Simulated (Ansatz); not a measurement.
# BN (cubic boron nitride): the cost of one run

Computed with Ansatz 0.2.0 (DFT LDA, scalar-relativistic, plane waves, PAW, unless a step's input says otherwise).

## (1) The system as given

It takes space group F-43m (No. 216, cubic). The conventional cell has a = 3.615 Å, b = 3.615 Å, c = 3.615 Å, α = 90.00°, β = 90.00°, γ = 90.00°. Around B (site symmetry -43m) lie 4 N at 1.57 Å. Around N (site symmetry -43m) lie 4 B at 1.57 Å.

Structure file:

```cif
data_structure
_symmetry_space_group_name_H-M 'F-43m'
_symmetry_Int_Tables_number 216
_cell_length_a 3.6150
_cell_length_b 3.6150
_cell_length_c 3.6150
_cell_angle_alpha 90.000
_cell_angle_beta 90.000
_cell_angle_gamma 90.000
_cell_volume 47.24
loop_
_atom_site_label
_atom_site_type_symbol
_atom_site_symmetry_multiplicity
_atom_site_Wyckoff_symbol
_atom_site_fract_x
_atom_site_fract_y
_atom_site_fract_z
_atom_site_occupancy
B1 B 4 a 0.00000 0.00000 0.00000 1
N1 N 4 d 0.25000 0.25000 0.75000 1
```

## (2) Relaxing cell and atoms: BN (cubic boron nitride), no spin

input.yaml reads:

```yaml
crystal:
  lattice:
    - [0.0, 1.8075, 1.8075]
    - [1.8075, 0.0, 1.8075]
    - [1.8075, 1.8075, 0.0]
  atoms:
    - { symbol: B, position: [0.0, 0.0, 0.0] }
    - { symbol: "N", position: [0.25, 0.25, 0.25] }
scf:
  occupations: { method: fixed }
output:
  forces: true
  stress: true
  eigenvalues: true
  write_density: true
  write_potential: true
  elf: true
  volumetric_format: npy
hamiltonian:
  xc: lda
kpoints:
  mp_grid: { grid: [10, 10, 10] }
basis:
  ecutwfc: 600
relax:
  f_tol: 0.002
  max_steps: 60
  cell: { stress_tol: 0.01 }
```

Command:

```console
ansatz run input.yaml --threads 4 --pin off --max-ram 9216MiB --backend cpu --events-out ev --progress --plain --runs-dir out
```

Q: Estimate wall time and peak memory on 4 threads of Intel Xeon Platinum 8488C (Sapphire Rapids), shared host.

About 1.6 s, with a peak of 0.34 GiB.
